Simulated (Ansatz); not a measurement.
# SnTe3 (Fm-3m) in Ansatz: single point with PBEsol

Aim: the single point of SnTe3 with PBEsol.

All numbers are computed with Ansatz 0.2.0; they aren't measurements. Logs are shortened: lines on timing, memory, paths and dates and some standing lists are left out, and cuts for length are marked.

**1. The structure**

The structure is cubic, space group Fm-3m (No. 225). Conventional cell: a = 7.722 Å, b = 7.722 Å, c = 7.722 Å, α = 90.00°, β = 90.00°, γ = 90.00°. Te (site symmetry m-3m) has 8 Te at 3.34 Å as nearest neighbours. Te (site symmetry -43m) has 4 Te at 3.34 Å and 4 Sn at 3.34 Å as nearest neighbours. Sn (site symmetry m-3m) has 8 Te at 3.34 Å as nearest neighbours.

The cell comes from a database or a generator and needn't be the stable form of this composition.

**2. Single point, PBEsol**

The input, input.yaml:

```yaml
crystal:
  lattice:
    - [0.0, 3.861219, 3.861219]
    - [3.861219, 0.0, 3.861219]
    - [3.861219, 3.861219, 0.0]
  atoms:
    - { symbol: Te, position: [0.5, 0.5, 0.5] }
    - { symbol: Te, position: [0.75, 0.75, 0.75] }
    - { symbol: Te, position: [0.25, 0.25, 0.25] }
    - { symbol: Sn, position: [0.0, 0.0, 0.0] }
hamiltonian:
  xc: pbesol
  pseudopotentials: { kind: paw, source: ansatz }
kpoints:
  mp_grid: { grid: [6, 6, 6] }
scf:
  occupations: { method: fermi_dirac, width: 0.05 }
output:
  forces: true
  stress: true
  eigenvalues: true
```

Potentials or basis: Ansatz PAW earlier set.

Launch:

```console
$ ansatz run input.yaml --threads 2 --pin off --max-ram 5632MiB --backend cpu --events-out ev --progress --plain --runs-dir out
```

What it wrote:

```text
Warning: RAYON_NUM_THREADS=2 ignored (pool sized by the plan → 2); use --threads N
Engine: ansatz 0.2.0, x86_64-unknown-linux-gnu
Pseudopotentials: kind: paw
Pseudopotential: Te, paw, valence charge 16, recommended cutoff 640 eV (normal), Te.paw.azcp
Pseudopotential: Sn, paw, valence charge 22, recommended cutoff 640 eV (normal), Sn.paw.azcp
Functional definition: PBEsol
  exchange = pbesol_x
  correlation = pbesol_c
Crystal: 4 atoms, lattice volume = 115.134 Å³
Basis set: ecut = 640 eV, 4279 PW (Γ), exchange–correlation on 96×96×96 points (8 copies of the dense FFT grid, shifted against one another)
Bands: 42, of which v1, the nominal top of the filled ones, is band 35 counted from 1 (34 counted from 0)
Symmetry: 48 space group operations
Space group: Fm-3m (ITA 225), of the structure as read, at distance tolerance 4.9e-5 Å
k-points: 16 of 216
Non-local potential: Te, projectors of the file, l = 0: 2, l = 1: 2, l = 2: 3, l = 3: 2
Non-local potential: Sn, projectors of the file, l = 0: 3, l = 1: 3, l = 2: 3, l = 3: 2
PAW form: soft (Blöchl's): semilocal exchange-correlation on the pseudo side does not see the compensation charge
PAW frozen core: Te, regenerated for the run's functional, and the local potential with it (the file was generated under x = pbe(κ = 0.804, μ = 0.2195149727645171), c = pbe(β = 0.06672455060314922))
PAW frozen core: Sn, regenerated for the run's functional, and the local potential with it (the file was generated under x = pbe(κ = 0.804, μ = 0.2195149727645171), c = pbe(β = 0.06672455060314922))
PAW one-centre angular grid: Te, 590 points (default); XC on 64 Gauss nodes
PAW one-centre angular grid: Sn, 590 points (default); XC on 64 Gauss nodes
Initial density: superposition of atomic densities (chi_scale 0.1, normalization cell, long waves kept (reshape's long-wave potential 0.00 eV rms))
Initial wavefunctions: pseudopotential atomic-orbital guess
Functional: x = pbesol(κ = 0.804, μ = 0.12345679012345678), c = pbesol(β = 0.046)
SCF iter   1: F=—  HF=-30362.095368 eV  |F-HF|=—  |Δ(HF+E_count)|=         —  Δρ=1.49e-2  dr2=5.86e-1  ethr=3.10e-3  ⟨swp⟩=10.1  Hψ=2900  notcnv=0  defer=2
preconditioner: auto → Kerker (q_TF=auto, 2.511 Å⁻¹)  [metal: Δε(μ)=0.020 eV  Ē_g=8.372 eV  σ=0.050 eV  W_gap=0.10  n_scr=26 (ndim 8)  ℏωp=16.2 eV  f_vac=0.000  D(μ)=3.80/eV (n_scr^D=26)]
SCF iter   2: F=—  HF=-30361.983033 eV  |F-HF|=—  |Δ(HF+E_count)|=   1.12e-1  Δρ=7.91e-3  dr2=1.59e-1  ethr=8.37e-4  ⟨swp⟩=2.6  Hψ=1034  notcnv=0  defer=15
SCF iter   3: F=—  HF=-30361.943439 eV  |F-HF|=—  |Δ(HF+E_count)|=   3.96e-2  Δρ=1.91e-3  dr2=6.22e-3  ethr=2.27e-4  ⟨swp⟩=3.0  Hψ=963  notcnv=0  defer=15
SCF iter   4: F=—  HF=-30361.941609 eV  |F-HF|=—  |Δ(HF+E_count)|=   1.83e-3  Δρ=3.79e-4  dr2=1.76e-4  ethr=8.89e-6  ⟨swp⟩=2.0  Hψ=1186  notcnv=0  defer=15
SCF iter   5: F=—  HF=-30361.941586 eV  |F-HF|=—  |Δ(HF+E_count)|=   2.29e-5  Δρ=7.37e-5  dr2=8.65e-6  ethr=2.51e-7  ⟨swp⟩=2.3  Hψ=1122  notcnv=0  defer=15
SCF iter   6: F=—  HF=-30361.941434 eV  |F-HF|=—  |Δ(HF+E_count)|=   1.52e-4  Δρ=2.94e-5  dr2=1.11e-6  ethr=1.24e-8  ⟨swp⟩=2.4  Hψ=1175  notcnv=0  defer=15
SCF iter   7: F=-30361.941433 eV  HF=-30361.941433 eV  |F-HF|=2.64e-8  |Δ(HF+E_count)|=   3.08e-7  Δρ=7.83e-6  dr2=6.04e-8  ethr=1.43e-10  ⟨swp⟩=11.2  Hψ=4274  notcnv=0
SCF 1 converged in 7 iterations: F = -30361.941433 eV  dr2 = 6.04e-8
SCF converged after 7 iterations
Free energy (F): -30361.941433 eV
Harris-Foulkes:  -30361.941433 eV  (|F-HF|=2.64e-8)
Internal energy: -30361.907789 eV  (E = F + TS)
E sigma→0 (E₀):  -30361.924611 eV
Entropy (-TS):   -0.033644 eV (-8.411 meV/atom)
Fermi energy:    11.797638 eV
--- Per-component energies (eV) ---
  E_band       = -1391.429772
  E_kinetic    = 2513.802162
  E_local      = -8914.758054  (includes V_loc(G=0)·N_el)
  E_nonlocal   = -1233.532013
  E_hartree    = 3797.872163
  E_xc         = -1426.187057
  E_vxc        = -862.510480  (∫ρ·V_xc dr)
  E_paw        = -16695.075759  (= ΣΔE_a)
  E_vpaw       = -490.182601  (= ΣTr[D̂ρ^β])
  E_aug_tail   = 0.000558  (compensation charges beyond the density's cutoff)
  E_ewald      = -8405.536117
  E_core_change = 1.506327  (= ΣΔE_core)
  E_smearing   = -0.033644  (= −TS)
  E_closure    = -0.000000  (closes the sum)
  Σ components = -30361.941433   (vs F -30361.941433, Δ=0.00e0)
--- Forces (eV/Å), atoms counted from 1 ---
  atom   1  Te     0.00000000    -0.00000000     0.00000000
  atom   2  Te    -0.00000000     0.00000000     0.00000000
  atom   3  Te    -0.00000000    -0.00000000     0.00000000
  atom   4  Sn    -0.00000000     0.00000000    -0.00000000
  max |Σ_I F_I| component: 4.92e-18 eV/Å
--- Stress (GPa, compression-positive) ---
       -2.792767      -0.000000      -0.000000
       -0.000000      -2.792767       0.000000
       -0.000000       0.000000      -2.792767
  P = ⅓ Tr σ = -2.7928 GPa (-27.928 kbar)
--- Band table (eV; the first three rows and the last of 16) ---
  k-point 0: bands = ["-117.5865", "-73.4056", "-73.4056", "-73.4056", "-25.6597", "-25.6597", "-25.6566", "-25.6566", "-25.6566", "-25.1589", "-25.1589", "-25.1544", "-25.1544", "-25.1544", "-25.1510", "-25.1510", "-25.1510", "-25.1495", "-25.1495", "-9.7114", "-9.7114", "-9.7114", "-9.7074", "-9.7074", "-1.6772", "1.6159", "2.2598", "6.4814", "8.5013", "8.5013", "8.5013", "8.5031", "8.5031", "8.5031", "9.9674", "9.9674", "9.9674", "14.8667", "14.8667", "15.8875", "15.8875", "15.8875"]
  k-point 1: bands = ["-117.5865", "-73.4056", "-73.4056", "-73.4056", "-25.6596", "-25.6596", "-25.6566", "-25.6566", "-25.6565", "-25.1583", "-25.1583", "-25.1542", "-25.1542", "-25.1541", "-25.1514", "-25.1512", "-25.1512", "-25.1501", "-25.1501", "-9.7117", "-9.7112", "-9.7112", "-9.7074", "-9.7074", "-1.5038", "1.4655", "2.0493", "5.9959", "7.7322", "7.9509", "7.9509", "8.8873", "8.8873", "9.8885", "10.1863", "10.1863", "11.2789", "14.6093", "15.3734", "15.3734", "15.7903", "15.7903"]
  k-point 2: bands = ["-117.5865", "-73.4056", "-73.4056", "-73.4056", "-25.6596", "-25.6596", "-25.6567", "-25.6567", "-25.6565", "-25.1566", "-25.1566", "-25.1535", "-25.1535", "-25.1534", "-25.1522", "-25.1519", "-25.1519", "-25.1517", "-25.1517", "-9.7122", "-9.7108", "-9.7108", "-9.7074", "-9.7074", "-1.0143", "0.8960", "1.7395", "5.2131", "7.6576", "7.6576", "8.3161", "8.5889", "8.5889", "11.2242", "11.2242", "11.7024", "11.7978", "14.1952", "14.5775", "14.5775", "17.3424", "17.3424"]
  k-point 15: bands = ["-117.5865", "-73.4056", "-73.4056", "-73.4056", "-25.6596", "-25.6595", "-25.6568", "-25.6566", "-25.6564", "-25.1578", "-25.1562", "-25.1542", "-25.1534", "-25.1527", "-25.1524", "-25.1523", "-25.1521", "-25.1514", "-25.1507", "-9.7128", "-9.7108", "-9.7097", "-9.7081", "-9.7072", "0.2296", "0.3535", "0.7762", "3.9851", "6.9225", "7.2200", "8.6718", "9.2124", "11.3648", "11.6823", "11.9620", "12.0567", "12.9098", "14.0011", "14.5418", "14.5644", "17.9722", "18.2575"]
```

Run time: 4.5 s. Hardware: 2 threads of Intel Xeon Platinum 8259CL at 2.50GHz (Skylake/Cascade Lake), shared host; peak memory 0.59 GiB.

What came out:

```
Free energy            : -30361.9414 eV
Pressure               : -2.8 GPa
Band gap on the k mesh : none (metal or under the smearing width)
```

Caveat: the PAW data sets come from PBE, with cores solved anew for the run's functional, which leaves a small shift of forces and pressure. The run has no spin-orbit coupling, so splittings on Te are missing.
